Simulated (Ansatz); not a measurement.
# C₆H₇F₅O₂Ti: how energies converge with the basis set

One table from this session's results is given with a row withheld; the runs are named, their logs left out.

The runs use Ansatz 0.2.0, Gaussian basis; one geometry, several basis sets.

The runs, in order: PBE0-D4/def2-SVP; ωB97M-V/def2-SVP; PBE0-D4/def2-QZVPP; ωB97M-V/def2-QZVPP; the functionals' def2-TZVPP values are taken from earlier runs.

## The geometry

An earlier PBE0-D4 in a triple-zeta def2 set relaxation fixed the geometry.

SMILES `CC1=CC(C(F)(F)F)=[O+][Ti-]([CH3])([F])([F])[O]1`, 21 atoms, charge 0, spin multiplicity 1.

Atoms are counted from 1 here; the program's logs count them from 0.

Bond lengths: C1–C2 1.490 Å, C1–H15 1.088 Å, C1–H16 1.093 Å, C1–H17 1.092 Å, C2–C3 1.396 Å, C2–O14 1.271 Å, C3–C4 1.384 Å, C3–H18 1.078 Å, C4–C5 1.534 Å, C4–O9 1.255 Å, C5–F6 1.330 Å, C5–F7 1.331 Å, C5–F8 1.334 Å, O9–Ti10 2.046 Å, Ti10–C11 2.056 Å, Ti10–F12 1.768 Å, Ti10–F13 1.754 Å, Ti10–O14 1.972 Å and more. Angles: C2–C1–H15 112.3°, C2–C1–H16 108.9°, C2–C1–H17 109.1°, H15–C1–H16 109.7°, H15–C1–H17 109.9°, H16–C1–H17 106.9°, C1–C2–C3 121.1°, C1–C2–O14 115.9°, C3–C2–O14 123.0°, C2–C3–C4 119.7°, C2–C3–H18 120.1°, C4–C3–H18 120.2°, C3–C4–C5 119.9°, C3–C4–O9 126.2°, C5–C4–O9 113.9°, C4–C5–F6 110.2°, C4–C5–F7 109.9°, C4–C5–F8 112.2° and more.

Set-up of the first run:

File in.yaml:

```yaml
crystal:
  periodic: [false, false, false]
  atoms:
    - {symbol: C, position_ang: [-1.750213, -1.907433, 1.741125]}
    - {symbol: C, position_ang: [-0.964952, -0.890566, 0.987306]}
    - {symbol: C, position_ang: [-1.517279, -0.218453, -0.104012]}
    - {symbol: C, position_ang: [-0.781411, 0.757577, -0.753396]}
    - {symbol: C, position_ang: [-1.397550, 1.524817, -1.930329]}
    - {symbol: F, position_ang: [-1.442781, 2.825323, -1.656674]}
    - {symbol: F, position_ang: [-0.656427, 1.351667, -3.022748]}
    - {symbol: F, position_ang: [-2.637291, 1.115860, -2.204138]}
    - {symbol: O, position_ang: [0.389007, 1.111882, -0.473368]}
    - {symbol: Ti, position_ang: [1.747951, 0.461685, 0.911567]}
    - {symbol: C, position_ang: [2.907940, 0.045362, -0.733958]}
    - {symbol: F, position_ang: [2.748861, -0.503119, 2.004302]}
    - {symbol: F, position_ang: [2.011561, 2.100360, 1.479274]}
    - {symbol: O, position_ang: [0.216715, -0.678670, 1.406124]}
    - {symbol: H, position_ang: [-2.741743, -2.059137, 1.319377]}
    - {symbol: H, position_ang: [-1.838768, -1.586132, 2.782000]}
    - {symbol: H, position_ang: [-1.200342, -2.851448, 1.746461]}
    - {symbol: H, position_ang: [-2.522947, -0.440501, -0.422977]}
    - {symbol: H, position_ang: [2.794240, 0.812406, -1.499932]}
    - {symbol: H, position_ang: [2.565366, -0.920485, -1.122429]}
    - {symbol: H, position_ang: [3.945764, -0.040390, -0.406476]}
basis:
  gaussian: {orbitals: def2-SVP}
hamiltonian: {xc: pbe0, dispersion: d4}
output: {orbitals: {seedname: orbitals}}
```

Run with:

```console
$ ansatz run in.yaml --threads 11 --pin off --events-out ev --progress --plain --max-ram 166912MiB --backend cpu
```

Steps of the session up to this table: PBE0-D4 in def2-SVP; ωB97M-V in def2-SVP; PBE0-D4 in def2-QZVPP; ωB97M-V in def2-QZVPP.

One of the session's tables, all rows but one given; the rest of the session is left out.

It belongs to the step «Functionals by basis». 

```
functional       basis  HOMO (eV)  LUMO (eV)
   PBE0-D4    def2-SVP      -8.14      -2.77
   PBE0-D4  def2-TZVPP      -8.13      -2.86
   PBE0-D4  def2-QZVPP          ?          ?
   ωB97M-V    def2-SVP     -10.24      -0.62
   ωB97M-V  def2-TZVPP     -10.33      -0.76
   ωB97M-V  def2-QZVPP     -10.34      -0.78
```

**Question.** Estimate the row for PBE0-D4, def2-QZVPP.

As computed: HOMO (eV): -8.13; LUMO (eV): -2.87.
